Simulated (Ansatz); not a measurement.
# C2H5NSi: small, medium and large basis sets

One table from this session's results is given with a row withheld; the runs are named, their logs left out.

Method: one geometry, several basis sets; program: Ansatz 0.2.0, Gaussian basis.

Plan: PBE0-D4/def2-SVP; ωB97M-V/def2-SVP; PBE0-D4/def2-QZVPP; ωB97M-V/def2-QZVPP; the functionals' def2-TZVPP values are taken from earlier runs.

**The geometry**

All runs share one geometry, relaxed beforehand with PBE0-D4 in a triple-zeta def2 set.

9 atoms, charge 0, spin multiplicity 1.

Atoms are counted from 1 here; the program's logs count them from 0.

Bond lengths: Si1–C2 1.869 Å, Si1–H5 1.489 Å, Si1–H6 1.486 Å, Si1–H7 1.487 Å, C2–C3 1.453 Å, C2–N4 1.561 Å, C2–H8 1.091 Å, C3–N4 1.241 Å, C3–H9 1.083 Å. Angles: C2–Si1–H5 109.8°, C2–Si1–H6 108.9°, C2–Si1–H7 110.8°, H5–Si1–H6 109.4°, H5–Si1–H7 108.3°, H6–Si1–H7 109.6°, Si1–C2–C3 123.5°, Si1–C2–N4 118.4°, Si1–C2–H8 117.3°, C3–C2–N4 48.5°, C3–C2–H8 116.6°, N4–C2–H8 113.5°, C2–C3–N4 70.3°, C2–C3–H9 150.3°, N4–C3–H9 139.4°, C2–N4–C3 61.2°.

Set-up of the first run:

Input file in.yaml:

```yaml
crystal:
  periodic: [false, false, false]
  atoms:
    - {symbol: Si, position_ang: [-0.493321, 0.904974, -0.752896]}
    - {symbol: C, position_ang: [0.326393, -0.645048, -0.106496]}
    - {symbol: C, position_ang: [0.442887, -0.960599, 1.307319]}
    - {symbol: N, position_ang: [1.516090, -0.495381, 0.892457]}
    - {symbol: H, position_ang: [-1.833969, 0.573222, -1.308825]}
    - {symbol: H, position_ang: [-0.647884, 1.871308, 0.365692]}
    - {symbol: H, position_ang: [0.319871, 1.521054, -1.834381]}
    - {symbol: H, position_ang: [0.447261, -1.474664, -0.804340]}
    - {symbol: H, position_ang: [0.011172, -1.341167, 2.224469]}
basis:
  gaussian: {orbitals: def2-SVP}
hamiltonian: {xc: pbe0, dispersion: d4}
output: {orbitals: {seedname: orbitals}}
```

Command:

```sh
$ ansatz run in.yaml --threads 2 --pin off --events-out ev --progress --plain --max-ram 4352MiB
```

Among the steps run: PBE0-D4 in def2-SVP; ωB97M-V in def2-SVP; PBE0-D4 in def2-QZVPP; ωB97M-V in def2-QZVPP.

One table of the session follows, with a row left open; its other results are not shown here.

It belongs to the step «Density functionals: the series». 

| functional | basis | HOMO (eV) |
| --- | --- | --- |
| PBE0-D4 | def2-SVP | -7.96 |
| PBE0-D4 | def2-TZVPP | -8.02 |
| PBE0-D4 | def2-QZVPP | ? |
| ωB97M-V | def2-SVP | -10.19 |
| ωB97M-V | def2-TZVPP | -10.27 |
| ωB97M-V | def2-QZVPP | -10.29 |

Q: Estimate the row for PBE0-D4, def2-QZVPP from the others.

The run gave: HOMO (eV): -8.04. In the column «HOMO (eV)» it lies between ωB97M-V, def2-SVP (-10.19) and PBE0-D4, def2-TZVPP (-8.02).
